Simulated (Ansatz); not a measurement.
**Tetramethyl orthosilicate (TMOS) (C₄H₁₂O₄Si): a ladder of functionals and wavefunction methods**

Aim: compute tetramethyl orthosilicate (TMOS) (C₄H₁₂O₄Si) with functionals from several rungs and with coupled cluster, and see how far each lands from CCSD(T) at the basis-set limit for the atomisation energy.

Program: Ansatz 0.2.0, Gaussian basis. Level of theory: functionals in def2-TZVPP, the program's frozen cores in correlated methods. These are calculated values, not measurements.

The runs, in order: LDA (SPW92), PBE-D4, revPBE-D4, BLYP-D4, r2SCAN-D4, B97M-V, PBE0-D4, B3LYP-D4, r2SCANh-D4, r2SCAN0-D4, HSE06-D4, BHLYP-D4, CAM-B3LYP-D4, LC-ωPBE, ωB97X-V, ωB97M-V, B2PLYP, PBE-QIDH; CCSD(T)/def2-SVP; CCSD(T)/def2-TZVPP; MP2/def2-QZVPP; extrapolation to the limit; RPA on PBE.

## 1. The relaxed structure

The geometry comes from an earlier relaxation with PBE0-D4 in a triple-zeta def2 set; it is a stationary point, not always the lowest conformer.

SMILES `CO[Si](OC)(OC)OC`, 21 atoms, charge 0, spin multiplicity 1.

Atoms are counted from 1 here; the program's logs count them from 0.

Bond lengths: C1–O2 1.410 Å, C1–H10 1.095 Å, C1–H11 1.091 Å, C1–H12 1.094 Å, O2–Si3 1.625 Å, Si3–O4 1.625 Å, Si3–O6 1.625 Å, Si3–O8 1.625 Å, O4–C5 1.410 Å, C5–H13 1.091 Å, C5–H14 1.094 Å, C5–H15 1.095 Å, O6–C7 1.410 Å, C7–H16 1.094 Å, C7–H17 1.095 Å, C7–H18 1.091 Å, O8–C9 1.410 Å, C9–H19 1.095 Å and more. Angles: O2–C1–H10 111.2°, O2–C1–H11 108.2°, O2–C1–H12 111.2°, H10–C1–H11 108.6°, H10–C1–H12 108.7°, H11–C1–H12 108.9°, C1–O2–Si3 124.5°, O2–Si3–O4 114.4°, O2–Si3–O6 107.1°, O2–Si3–O8 107.1°, O4–Si3–O6 107.1°, O4–Si3–O8 107.1°, O6–Si3–O8 114.4°, Si3–O4–C5 124.5°, O4–C5–H13 108.2°, O4–C5–H14 111.2°, O4–C5–H15 111.2°, H13–C5–H14 108.9° and more.

Coordinates:

```xyz
21
charge 0, multiplicity 1
C     1.75121   -1.60880   -1.24054
O     0.43933   -1.34196   -0.79742
Si   -0.00594    0.00051    0.00230
O    -0.00747    1.35111   -0.90098
C    -0.93685    1.62494   -1.92560
O    -1.53059   -0.23280    0.51322
C    -1.98221   -1.39406    1.17359
O     1.07497    0.22568    1.19434
C     1.14417    1.37992    2.00150
H     2.06410   -0.89276   -2.00764
H     1.76715   -2.61074   -1.67270
H     2.46423   -1.56819   -0.41204
H    -0.74242    2.63087   -2.30136
H    -1.96345    1.57822   -1.55096
H    -0.83362    0.91673   -2.75436
H    -1.78200   -2.29007    0.57901
H    -1.50111   -1.50712    2.15074
H    -3.05911   -1.30254    1.32455
H     0.24722    1.48522    2.62074
H     1.25728    2.28171    1.39288
H     2.01080    1.28464    2.65784
```

## 2. LDA

This LDA is Slater exchange with PW92 correlation.

in.yaml

```yaml
crystal:
  periodic: [false, false, false]
  atoms:
    - {symbol: C, position_ang: [1.751211, -1.608803, -1.240536]}
    - {symbol: O, position_ang: [0.439330, -1.341962, -0.797424]}
    - {symbol: Si, position_ang: [-0.005944, 0.000508, 0.002300]}
    - {symbol: O, position_ang: [-0.007469, 1.351112, -0.900979]}
    - {symbol: C, position_ang: [-0.936845, 1.624938, -1.925602]}
    - {symbol: O, position_ang: [-1.530591, -0.232800, 0.513220]}
    - {symbol: C, position_ang: [-1.982207, -1.394059, 1.173589]}
    - {symbol: O, position_ang: [1.074968, 0.225682, 1.194336]}
    - {symbol: C, position_ang: [1.144174, 1.379920, 2.001503]}
    - {symbol: H, position_ang: [2.064104, -0.892763, -2.007642]}
    - {symbol: H, position_ang: [1.767152, -2.610740, -1.672696]}
    - {symbol: H, position_ang: [2.464227, -1.568188, -0.412037]}
    - {symbol: H, position_ang: [-0.742421, 2.630871, -2.301360]}
    - {symbol: H, position_ang: [-1.963449, 1.578216, -1.550964]}
    - {symbol: H, position_ang: [-0.833619, 0.916727, -2.754364]}
    - {symbol: H, position_ang: [-1.782000, -2.290071, 0.579007]}
    - {symbol: H, position_ang: [-1.501109, -1.507120, 2.150741]}
    - {symbol: H, position_ang: [-3.059114, -1.302541, 1.324555]}
    - {symbol: H, position_ang: [0.247224, 1.485219, 2.620742]}
    - {symbol: H, position_ang: [1.257278, 2.281712, 1.392875]}
    - {symbol: H, position_ang: [2.010802, 1.284640, 2.657837]}
basis:
  gaussian: {orbitals: def2-TZVPP}
hamiltonian: {xc: lda}
output: {orbitals: {seedname: orbitals}}
```

Launch:

```
$ ansatz run in.yaml --threads 4 --pin off --events-out ev --progress --plain --max-ram 66560MiB --backend cuda --devices 0, --max-vram 37GiB
```

The runs that follow: PBE-D4 (GGA); revPBE-D4 (GGA); BLYP-D4 (GGA); r2SCAN-D4 (meta-GGA); B97M-V (meta-GGA); B3LYP-D4 (hybrid); r2SCANh-D4 (hybrid); r2SCAN0-D4 (hybrid); HSE06-D4 (hybrid); BHLYP-D4 (hybrid); CAM-B3LYP-D4 (range-separated); LC-ωPBE (range-separated); ωB97X-V (range-separated); ωB97M-V (range-separated); B2PLYP (double hybrid); PBE-QIDH (double hybrid); CCSD(T) in def2-SVP; CCSD(T) in def2-TZVPP; MP2 in def2-QZVPP; RPA on PBE orbitals.

Q: Predict the results of all the runs planned. Wanted: atomisation energy, CCSD(T)/CBS; farthest beyond LDA; mean size of error, GGA; mean size of error, meta-GGA; mean size of error, hybrid; mean size of error, range-separated; mean size of error, double hybrid; gap, smallest and largest; T1 diagnostic.

**Answer**, as computed:

| quantity | value |
| --- | --- |
| atomisation energy, CCSD(T)/CBS | 87.957 eV |
| functionals within 0.440 eV (0.5 %) | BLYP-D4, r2SCAN-D4, B97M-V, PBE0-D4, B3LYP-D4, HSE06-D4, CAM-B3LYP-D4, ωB97X-V, ωB97M-V |
| farthest beyond LDA | BHLYP-D4 (-2.868 eV) |
| mean size of error, GGA | 0.874 eV |
| mean size of error, meta-GGA | 0.126 eV |
| mean size of error, hybrid | 0.984 eV |
| mean size of error, range-separated | 0.247 eV |
| mean size of error, double hybrid | 1.001 eV |
| gap, smallest and largest | 6.59 eV (LDA (SPW92)), 14.17 eV (LC-ωPBE) |
| T1 diagnostic | 0.0111 |
| triples share of the correlation energy | 3.5 % |

LDA overbinds by 12.678 eV (14 %). PBE-D4 is off by +1.252 eV. Double hybrids carry the basis error of their MP2 part in triple zeta, and no dispersion term here, so their miss is partly the set-up's. The rungs meta-GGA, range-separated miss on average by less than the doubt on the reference (0.440 eV), so they tie. The reference freezes the cores and leaves out relativity and excitations past (T), so misses under about 0.440 eV can't be ranked. Hartree-Fock recovers 73 % of the binding; the rest is correlation. CCSD(T) in def2-SVP is off by -5.194 eV, so the small basis spoils what the method gains. The gap grows from 6.6 to 14.2 eV across the functionals, mostly with the share of exact exchange.
